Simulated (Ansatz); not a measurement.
# BFH4N2Si: the cost of one run

The runs use Ansatz 0.2.0, Gaussian basis; the settings change from run to run.

## (1) The geometry

An earlier PBE0-D4 in a triple-zeta def2 set relaxation fixed the geometry.

SMILES `NB1N[SiH]1F`, 9 atoms, charge 0, spin multiplicity 1.

Atoms are counted from 1 here; the program's logs count them from 0.

Bond lengths: N1–B2 1.391 Å, N1–H6 1.006 Å, N1–H7 1.003 Å, B2–N3 1.419 Å, B2–Si4 1.909 Å, N3–Si4 1.718 Å, N3–H8 1.009 Å, Si4–F5 1.603 Å, Si4–H9 1.481 Å. Angles: B2–N1–H6 123.5°, B2–N1–H7 122.3°, H6–N1–H7 114.2°, N1–B2–N3 137.2°, N1–B2–Si4 162.8°, N3–B2–Si4 60.0°, B2–N3–Si4 74.3°, B2–N3–H8 137.2°, Si4–N3–H8 148.5°, B2–Si4–N3 45.7°, B2–Si4–F5 124.9°, B2–Si4–H9 131.0°, N3–Si4–F5 117.1°, N3–Si4–H9 117.3°, F5–Si4–H9 103.9°.

## (2) B97/aug-pcseg-2

Input file in.yaml:

```yaml
crystal:
  periodic: [false, false, false]
  atoms:
    - {symbol: N, position_ang: [0.911228, 0.488710, -1.541438]}
    - {symbol: B, position_ang: [0.242057, 0.168693, -0.364929]}
    - {symbol: N, position_ang: [0.056526, -0.980087, 0.447056]}
    - {symbol: Si, position_ang: [-0.850980, 0.271063, 1.196475]}
    - {symbol: F, position_ang: [-2.444997, 0.106487, 1.212673]}
    - {symbol: H, position_ang: [1.439093, -0.177842, -2.078929]}
    - {symbol: H, position_ang: [0.889793, 1.410890, -1.935679]}
    - {symbol: H, position_ang: [0.359617, -1.942376, 0.449076]}
    - {symbol: H, position_ang: [-0.513936, 0.608063, 2.598496]}
basis:
  gaussian: {orbitals: aug-pcseg-2}
hamiltonian: {xc: {name: B97}}
```

On the command line:

```console
$ ansatz run in.yaml --threads 2 --pin off --events-out ev --progress --plain --max-ram 4352MiB
```

What time and memory should one allow on 2 threads of Arm Neoverse V2, shared host?

About 18 s, with a peak of 0.78 GiB.
